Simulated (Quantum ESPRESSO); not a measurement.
## Li3GaAu2S: band structure with vdW-DF-cx

The system is Li3GaAu2S.

```
CELL_PARAMETERS angstrom
2.54342 1.46844 4.36222
-2.54342 1.46844 4.36222
0.00000 -2.93689 4.36222
ATOMIC_POSITIONS crystal
Li 0.00000 0.50000 0.50000
Li 0.50000 0.50000 0.00000
Li 0.50000 0.00000 0.50000
Ga 0.50000 0.50000 0.50000
S 0.00000 0.00000 0.00000
Au 0.22144 0.22144 0.22144
Au 0.77856 0.77856 0.77856
```

The cell was built by a generator and needn't be a form met in nature.

* Program: Quantum ESPRESSO 7.5
* Task: band structure
* Functional: vdW-DF-cx
* Potentials or basis: SG15 PBE 1.2
* Cutoff: 952 eV
* Density cutoff: 3810 eV
* k mesh: 7 × 7 × 7
* Occupations: fermi-dirac, width 0.136 eV
* Spin: no spin polarisation
* Mixing beta: 0.5
* Most SCF iterations: 120
* SCF threshold: 1.4e-09 Ry

```json
{
 "Largest force": "6.104 eV/Å",
 "Band gap on the k mesh": "none (metal or under the smearing width)"
}
```

Forces on the atoms (eV/Å):
```
Li   0.000  0.000  0.000
Li   0.000  0.000  0.000
Li   0.000  0.000  0.000
Ga   0.000  0.000  0.000
S    0.000  0.000  0.000
Au   0.000  0.000 -6.104
Au   0.000  0.000  6.104
```

Levels at the corners of the path, in eV from the Fermi level:
```tsv
point	band 29	band 30	band 31	band 32	band 33	band 34	band 35	band 36	band 37	band 38
Γ	-2.15	-1.87	-1.87	-0.88	0.04	0.36	1.98	1.98	2.65	2.65
L	-3.48	-2.63	-1.83	-1.51	-0.51	0.01	0.56	2.44	5.02	5.51
B1	-3.80	-3.71	-1.53	-0.98	-0.79	0.03	2.23	2.41	5.43	6.13
B	-3.80	-3.71	-1.53	-0.98	-0.79	0.03	2.23	2.41	5.43	6.13
Z	-2.50	-2.40	-2.40	-1.78	-0.35	1.58	1.58	3.46	3.76	3.76
Γ	-2.15	-1.87	-1.87	-0.88	0.04	0.36	1.98	1.98	2.65	2.65
X	-3.80	-3.29	-2.90	-1.16	-0.06	0.98	0.99	3.24	4.64	6.18
Q	-3.80	-3.29	-2.90	-1.16	-0.06	0.98	0.99	3.24	4.64	6.18
F	-3.70	-3.64	-3.15	-2.14	0.22	1.48	1.71	4.44	4.90	5.25
P1	-3.69	-3.28	-2.43	-1.18	-0.05	0.45	1.25	3.37	5.17	5.61
Z	-2.50	-2.40	-2.40	-1.78	-0.35	1.58	1.58	3.46	3.76	3.76
L	-3.48	-2.63	-1.83	-1.51	-0.51	0.01	0.56	2.44	5.02	5.51
P	-3.69	-3.28	-2.43	-1.18	-0.05	0.45	1.25	3.37	5.17	5.61
```

Run time: 13 min on 1 thread of Intel(R) Xeon(R) Platinum 8259CL CPU @ 2.50GHz (Skylake/Cascade Lake), with other jobs on the host, peak memory 0.39 GiB.

Caveat: the potentials were made for another functional, which shifts forces and pressure; spin-orbit coupling is left out, which moves the levels of the heavy elements.
